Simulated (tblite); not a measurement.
# C5H10N2O2Si: the cost of one run

The runs use tblite 0.8.0 and PySCF 2.14.0, with density-fitted response routines of our own; the level of theory stands in each step. All values are computed, except where a source is named. Atoms are numbered from 0 throughout.

## 1. Starting geometry

20 atoms, charge 0, multiplicity 1; geometry from: force field or distance geometry start.

Bonds of the start (Å): C0–N1 1.48, N1–C2 1.30, C2–C3 1.58, C3–C4 1.54, C4–Si5 1.85, Si5–C6 1.89, C6–N7 1.38, C6–O8 1.22, Si5–O9 1.67, O9–C3 1.47, C0–H10 1.08, C0–H11 1.10, C0–H12 1.10, C2–H13 1.10, C3–H14 1.10, C4–H15 1.09, C4–H16 1.10, Si5–H17 1.49, N7–H18 1.01, N7–H19 1.02.

## 2. Optimising the geometry with GFN2-xTB

Job settings and geometry (Å):

```
{"job": {"kind": "relax", "xc": "GFN2-xTB", "basis": "xTB"}, "charge": 0, "multiplicity": 1}
C      2.094900     0.859400     1.828400
N      1.081400     0.413100     0.851300
C      1.311100    -0.805100     0.465100
C      0.361300    -1.492900    -0.589800
C     -0.078600    -0.692300    -1.828100
Si    -1.769000    -0.724000    -1.065500
C     -2.326400     0.906400    -0.288200
N     -1.501900     1.582800     0.583100
O     -3.430500     1.321100    -0.591400
O     -0.975000    -1.791600    -0.049200
H      3.086400     0.869000     1.388100
H      1.843100     1.882300     2.136400
H      2.077300     0.237600     2.738100
H      2.159800    -1.404000     0.819600
H      0.827900    -2.441500    -0.884000
H      0.011800    -1.237600    -2.764600
H      0.381900     0.298300    -1.942100
H     -2.762100    -1.463200    -1.887100
H     -1.830900     2.447800     0.992200
H     -0.567700     1.245200     0.830100
```

The run is started by

```bash
> OMP_NUM_THREADS=1 python probes_run.py task.json out
```

The driver reads the jobs from task.json and runs them one after another.

Q: Estimate the wall time of this first job on 1 thread of Intel Xeon at 2.50GHz, shared host.

About 3.1 s.
